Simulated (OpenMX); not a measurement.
Input of an OpenMX 3.8.5 run:

Contents of CoO.dat:

```
System.CurrrentDirectory             ./
System.Name                          CoO
DATA.PATH                            ./DFT_DATA13
level.of.stdout                      1
level.of.fileout                     0
Species.Number                       2
<Definition.of.Atomic.Species
  Co  Co6.0H-s3p2d1          Co_PBE13H
  O   O6.0-s2p2d1            O_PBE13
Definition.of.Atomic.Species>

Atoms.Number                         2
Atoms.SpeciesAndCoordinates.Unit     FRAC
<Atoms.SpeciesAndCoordinates
    1  Co    0.0000000000    0.0000000000    0.0000000000   9.500  7.500
    2  O     0.5000000000    0.5000000000    0.5000000000   3.000  3.000
Atoms.SpeciesAndCoordinates>

Atoms.UnitVectors.Unit               Ang
<Atoms.UnitVectors
     0.0000000000    2.1315000000    2.1315000000
     2.1315000000    0.0000000000    2.1315000000
     2.1315000000    2.1315000000    0.0000000000
Atoms.UnitVectors>

scf.XcType                           GGA-PBE
scf.SpinPolarization                 on
scf.ElectronicTemperature            580.226
scf.energycutoff                     350.0
scf.maxIter                          160
scf.EigenvalueSolver                 band
scf.Kgrid                            11 11 11
scf.Mixing.Type                      rmm-diisk
scf.Init.Mixing.Weight               0.01
scf.Min.Mixing.Weight                0.001
scf.Max.Mixing.Weight                0.2
scf.Mixing.History                   40
scf.Mixing.StartPulay                15
scf.criterion                        1.0e-8
scf.stress.tensor                    on
MD.Type                              nomd
```

Potentials or basis: OpenMX 2013 PBE set, Co6.0H-s3p2d1, O6.0-s2p2d1, grid cutoff 350 Ry.

Launch:

```sh
$ openmx CoO.dat -nt 1 > CoO.std
```

Estimate the Mulliken charges.

Co +0.49; O -0.49 e.

What does it give for the band gap on the k mesh?

None (metal or under the smearing width).

What does it give for the site moments?

Co +2.28; O +0.23 μB.

What does it give for the pressure?

-4.1 GPa.

Caveat: the transition metal has a single d function, too few for pressures, volumes and moments; the real-space grid is coarse for these elements, which adds noise of up to some 20 meV/atom to energies and shifts forces, pressures and volumes; the basis of atomic orbitals isn't converged, which shifts pressures, moduli and gaps; a cell with one magnetic atom can't hold antiferromagnetic order, which such compounds often take; semilocal functionals often make such compounds metallic where correlation or magnetic order opens a gap, which also shifts bond lengths. With open d or f shells a metallic result of PBE can be an artefact of self-interaction; +U or a hybrid may open a gap.
